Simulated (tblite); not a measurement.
# C4H10O2Si2: the cost of one run

Programs: tblite 0.8.0 and PySCF 2.14.0, with density-fitted response routines of our own. Each step states its level of theory. These are calculated values for one molecule in the gas phase, unless marked as measured. Atoms are numbered from 0 throughout.

### Step 1. The molecule as given

18 atoms, charge 0, multiplicity 1; geometry from: force field or distance geometry start.

Bonds of the start (Å): O0–C1 1.25, C1–O2 1.39, O2–C3 1.39, C3–C4 1.29, C4–Si5 1.84, C3–C6 1.50, C6–Si7 1.84, C1–H8 1.10, C4–H9 1.09, Si5–H10 1.48, Si5–H11 1.48, Si5–H12 1.45, C6–H13 1.11, C6–H14 1.12, Si7–H15 1.46, Si7–H16 1.47, Si7–H17 1.48.

### Step 2. Geometry optimisation with GFN2-xTB

The job: settings as JSON, then the geometry in Å.

```
{"job": {"kind": "relax", "xc": "GFN2-xTB", "basis": "xTB"}, "charge": 0, "multiplicity": 1}
O      0.550500    -1.118400    -1.729400
C      0.199400    -1.830500    -0.765200
O     -0.071600    -1.358700     0.512000
C      0.010900     0.017200     0.715800
C      1.081100     0.732600     0.595500
Si     2.725600     0.106300     0.071400
C     -1.254400     0.699900     1.151900
Si    -2.565800     0.490100    -0.121400
H      0.142000    -2.913800    -0.939000
H      1.008800     1.803400     0.796100
H      3.693100     0.650000     1.051000
H      3.083700     0.682600    -1.240400
H      2.811100    -1.337300     0.025300
H     -1.048900     1.760400     1.394400
H     -1.597000     0.160400     2.071000
H     -1.996600    -0.131100    -1.308700
H     -3.744900    -0.228400     0.389200
H     -3.035800     1.821500    -0.555000
```

Launch:

```
> OMP_NUM_THREADS=1 python probes_run.py task.json out
```

One launch serves the whole session: the jobs run in the order shown.

**Question.** How long does this first job take on 1 thread of Arm Neoverse V1, shared host, and how much memory does it need?

About 1.4 s, with a peak of 0.18 GiB.
